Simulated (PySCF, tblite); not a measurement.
**C₄H₈SSi: a rotation path, then NMR shifts on frames**

Aim: move C₄H₈SSi (`CC#C[SiH2]SC`) away from its starting geometry and see how NMR shifts follow the geometry.

Computed with tblite 0.8.0 and PySCF 2.14.0, with density-fitted response routines of our own, on a single molecule in the gas phase. Atoms count from 0, in the outputs and in this text.

## (1) The molecule as given

14 atoms, charge 0, multiplicity 1; geometry from: GFN2-xTB.

Bonds of the start (Å): C0–C1 1.44, C1–C2 1.21, C2–Si3 1.84, Si3–S4 2.16, S4–C5 1.82, C0–H6 1.09, C0–H7 1.09, C0–H8 1.09, Si3–H9 1.46, Si3–H10 1.45, C5–H11 1.09, C5–H12 1.09, C5–H13 1.09.

## (2) A band between two rotamers with GFN2-xTB

The job: settings as JSON, then the geometry in Å.

```
{"job": {"kind": "neb", "xc": "GFN2-xTB", "basis": "xTB", "atoms": [2, 3, 4, 5], "turn": 120}, "charge": 0, "multiplicity": 1}
C      2.628491     1.241570     0.435086
C      1.631857     0.226468     0.187330
C      0.814255    -0.638041    -0.012295
Si    -0.506614    -1.871561    -0.365907
S     -2.109399    -0.841139    -1.376976
C     -2.444410     0.469798    -0.161428
H      3.569577     0.962409    -0.038198
H      2.790993     1.351094     1.507181
H      2.297336     2.196245     0.026664
H     -1.033322    -2.384502     0.898920
H     -0.090873    -2.889811    -1.315347
H     -3.215411     1.105819    -0.583772
H     -1.537780     1.042833     0.009966
H     -2.795380     0.028344     0.766611
```

Level: GFN2-xTB climbing-image nudged elastic band, gas phase.

On the command line:

```sh
$ OMP_NUM_THREADS=1 python probes_run.py task.json out
```

This one command runs all jobs of the session in turn.

What it wrote:

```text
image   E - E0 / eV
  0       0.0000
  1       0.0080
  2       0.0266
  3       0.0437
  4       0.0491
  5       0.0396
  6       0.0207
  7       0.0047
  8       0.0016
```

Run time: 5.9 s. Hardware: 1 thread of Arm Neoverse N1, shared host; peak memory 0.18 GiB.

The final band, with the dihedral C2–Si3–S4–C5:

| image | dihedral (°) | energy (eV) | energy (kcal/mol) |
| --- | --- | --- | --- |
| 0 | -56 | 0.000 | 0.0 |
| 1 | -43 | 0.008 | 0.2 |
| 2 | -29 | 0.027 | 0.6 |
| 3 | -14 | 0.044 | 1.0 |
| 4 | 2 | 0.049 | 1.1 |
| 5 | 18 | 0.040 | 0.9 |
| 6 | 33 | 0.021 | 0.5 |
| 7 | 47 | 0.005 | 0.1 |
| 8 | 61 | 0.002 | 0.0 |

## (3) Shielding tensors: image 0, PBE0/pcSseg-1

The job: settings as JSON, then the geometry in Å.

```
{"job": {"kind": "nmr", "xc": "PBE0", "basis": "pcSseg-1", "pop": false}, "charge": 0, "multiplicity": 1}
C      2.628500     1.241600     0.435100
C      1.631900     0.226500     0.187300
C      0.814300    -0.638000    -0.012300
Si    -0.506600    -1.871600    -0.365900
S     -2.109400    -0.841100    -1.377000
C     -2.444400     0.469800    -0.161400
H      3.569600     0.962400    -0.038200
H      2.791000     1.351100     1.507200
H      2.297300     2.196200     0.026700
H     -1.033300    -2.384500     0.898900
H     -0.090900    -2.889800    -1.315300
H     -3.215400     1.105800    -0.583800
H     -1.537800     1.042800     0.010000
H     -2.795400     0.028300     0.766600
```

Level: GIAO PBE0/pcSseg-1 NMR shielding, non-relativistic, gas phase.

What it wrote:

```text
coarse grid: 12552 points
cycle   1  E = -844.3057982498  dE =  4.698e-01  |g| = 4.100e-01  |ddm| = 3.633e+00
cycle   2  E = -844.3039203621  dE =  1.878e-03  |g| = 4.219e-01  |ddm| = 1.073e+00
cycle   3  E = -844.3491611169  dE = -4.524e-02  |g| = 1.115e-01  |ddm| = 5.495e-01
cycle   4  E = -844.3516784495  dE = -2.517e-03  |g| = 4.896e-02  |ddm| = 1.121e-01
cycle   5  E = -844.3522817223  dE = -6.033e-04  |g| = 8.002e-03  |ddm| = 4.662e-02
cycle   6  E = -844.3522986382  dE = -1.692e-05  |g| = 2.778e-03  |ddm| = 1.194e-02
cycle   7  E = -844.3523004805  dE = -1.842e-06  |g| = 5.498e-04  |ddm| = 2.539e-03
final grid: 111480 points
cycle   8  E = -844.3901345405  dE = -2.277e-05  |g| = 7.131e-03  |ddm| = 3.891e-02
cycle   9  E = -844.3901290928  dE =  5.448e-06  |g| = 8.383e-03  |ddm| = 1.479e-02
cycle  10  E = -844.3901469438  dE = -1.785e-05  |g| = 1.203e-03  |ddm| = 8.465e-03
cycle  11  E = -844.3901472918  dE = -3.480e-07  |g| = 3.664e-04  |ddm| = 1.144e-03
cycle  12  E = -844.3901473240  dE = -3.217e-08  |g| = 1.005e-04  |ddm| = 4.035e-04
cycle  13  E = -844.3901473265  dE = -2.520e-09  |g| = 1.895e-05  |ddm| = 9.022e-05
cycle  14  E = -844.3901473266  dE = -1.071e-10  |g| = 4.346e-06  |ddm| = 3.058e-05
converged SCF energy = -844.3901473266

GIAO shielding tensors (ppm)
atom      isotropic    diamagn.    paramagn.     s11        s22        s33       span
  0 C      180.965     250.997     -70.032    172.352    172.855    197.688     25.336
  1 C       71.449     273.164    -201.715    -28.566    -17.158    260.071    288.637
  2 C      106.099     259.962    -153.862     16.554     31.417    270.327    253.773
  3 Si     401.739     881.138    -479.399    360.187    398.195    446.835     86.649
  4 S      691.428    1058.097    -366.669    619.319    642.522    812.444    193.125
  5 C      172.382     252.698     -80.316    163.604    163.847    189.696     26.093
  6 H       29.596      26.089       3.508     24.543     27.674     36.572     12.029
  7 H       29.593      28.053       1.540     24.639     27.822     36.318     11.679
  8 H       29.586      29.899      -0.313     24.343     28.364     36.050     11.707
  9 H       26.766      29.479      -2.713     22.385     25.423     32.491     10.105
 10 H       26.893      28.455      -1.562     22.923     24.887     32.869      9.947
 11 H       29.603      29.888      -0.286     23.885     26.789     38.134     14.250
 12 H       29.346      33.976      -4.630     23.080     28.911     36.047     12.967
 13 H       29.773      31.172      -1.399     24.697     27.078     37.544     12.847
```

Run time: 24 s. Hardware: 1 thread of Arm Neoverse N1, shared host; peak memory 0.72 GiB.

The references, computed at this level on geometries of the same kind, shield at (ppm): ¹H TMS 31.72, ¹³C TMS 186.9, ²⁹Si TMS 349.2, ³³S CS2 504. Their shielding less the atom's gives the shift. The references are single molecules in the gas phase. Each atom is listed at this fixed geometry, with no averaging over motion; a spectrum would average atoms that exchange fast.

```
atoms                              environment  σ (ppm)  δ (ppm)
   C1                            alkyne carbon     71.4    115.5
   C2                            alkyne carbon    106.1     80.8
   C5                methyl carbon bonded to S    172.4     14.5
   C0                propargylic methyl carbon    181.0      6.0
   H9     hydrogen on a silicon bonded to C, S    26.77     4.95
  H10     hydrogen on a silicon bonded to C, S    26.89     4.82
  H12  hydrogen on a methyl carbon bonded to S    29.35     2.37
   H8  hydrogen on a propargylic methyl carbon    29.59     2.13
   H7  hydrogen on a propargylic methyl carbon    29.59     2.12
   H6  hydrogen on a propargylic methyl carbon    29.60     2.12
  H11  hydrogen on a methyl carbon bonded to S    29.60     2.11
  H13  hydrogen on a methyl carbon bonded to S    29.77     1.94
  Si3              silicon bonded to C, S, 2 H    401.7    -52.6
   S4                   sulfur bonded to C, Si      691     -188
```

## (4) Nuclear shieldings: image 2, PBE0/pcSseg-1

The job: settings as JSON, then the geometry in Å.

```
{"job": {"kind": "nmr", "xc": "PBE0", "basis": "pcSseg-1", "pop": false}, "charge": 0, "multiplicity": 1}
C      2.390000     1.259000     0.495800
C      1.459100     0.189000     0.227400
C      0.708100    -0.727200     0.000200
Si    -0.550500    -2.022000    -0.353400
S     -2.317000    -1.005600    -1.075100
C     -2.155200     0.596500    -0.228500
H      3.293100     1.117300    -0.097000
H      2.656000     1.265200     1.552400
H      1.943500     2.219200     0.237400
H     -0.885500    -2.720100     0.887300
H     -0.146200    -2.890200    -1.448200
H     -3.019400     1.189800    -0.507100
H     -1.242200     1.081300    -0.559400
H     -2.134400     0.447300     0.846200
```

Method: GIAO PBE0/pcSseg-1 NMR shielding, non-relativistic, gas phase.

What it wrote:

```text
coarse grid: 12552 points
cycle   1  E = -844.3036466303  dE =  4.733e-01  |g| = 4.090e-01  |ddm| = 3.619e+00
cycle   2  E = -844.3014434284  dE =  2.203e-03  |g| = 4.228e-01  |ddm| = 1.040e+00
cycle   3  E = -844.3463555136  dE = -4.491e-02  |g| = 1.163e-01  |ddm| = 5.433e-01
cycle   4  E = -844.3491594511  dE = -2.804e-03  |g| = 4.818e-02  |ddm| = 1.145e-01
cycle   5  E = -844.3497419604  dE = -5.825e-04  |g| = 8.511e-03  |ddm| = 4.796e-02
cycle   6  E = -844.3497611984  dE = -1.924e-05  |g| = 2.913e-03  |ddm| = 1.255e-02
cycle   7  E = -844.3497632069  dE = -2.009e-06  |g| = 5.373e-04  |ddm| = 2.614e-03
final grid: 111480 points
cycle   8  E = -844.3880943826  dE = -2.295e-05  |g| = 7.289e-03  |ddm| = 4.430e-02
cycle   9  E = -844.3880880626  dE =  6.320e-06  |g| = 8.709e-03  |ddm| = 1.551e-02
cycle  10  E = -844.3881072684  dE = -1.921e-05  |g| = 1.372e-03  |ddm| = 8.875e-03
cycle  11  E = -844.3881077224  dE = -4.540e-07  |g| = 3.802e-04  |ddm| = 1.259e-03
cycle  12  E = -844.3881077575  dE = -3.510e-08  |g| = 1.007e-04  |ddm| = 4.289e-04
cycle  13  E = -844.3881077600  dE = -2.513e-09  |g| = 2.063e-05  |ddm| = 9.295e-05
cycle  14  E = -844.3881077601  dE = -1.264e-10  |g| = 4.314e-06  |ddm| = 3.320e-05
converged SCF energy = -844.3881077601

GIAO shielding tensors (ppm)
atom      isotropic    diamagn.    paramagn.     s11        s22        s33       span
  0 C      181.038     250.751     -69.713    172.583    172.973    197.559     24.976
  1 C       68.132     272.843    -204.711    -29.745    -21.688    255.830    285.576
  2 C      107.828     260.230    -152.402     24.654     30.780    268.049    243.395
  3 Si     400.834     881.110    -480.275    367.666    391.379    443.458     75.792
  4 S      730.531    1057.733    -327.201    630.883    683.738    876.973    246.090
  5 C      171.331     252.806     -81.475    158.641    170.068    185.284     26.643
  6 H       29.548      26.484       3.064     24.449     27.640     36.555     12.106
  7 H       29.571      27.627       1.944     24.628     27.689     36.395     11.767
  8 H       29.588      30.064      -0.476     24.248     28.601     35.915     11.668
  9 H       26.553      28.941      -2.388     22.158     24.919     32.582     10.424
 10 H       26.716      28.372      -1.656     23.032     24.408     32.709      9.677
 11 H       29.733      30.022      -0.290     23.955     27.122     38.121     14.166
 12 H       29.345      34.006      -4.661     23.795     28.153     36.085     12.290
 13 H       29.751      32.623      -2.872     25.311     26.842     37.100     11.789
```

Wall time 24 s (1 thread of Arm Neoverse N1, shared host); peak memory 0.75 GiB.

Key values: δ C1 118.8, C2 79.1, C5 15.6, C0 5.9, H9 5.16, H10 5.00 ppm.

(Part 1 of 2 ends here.)
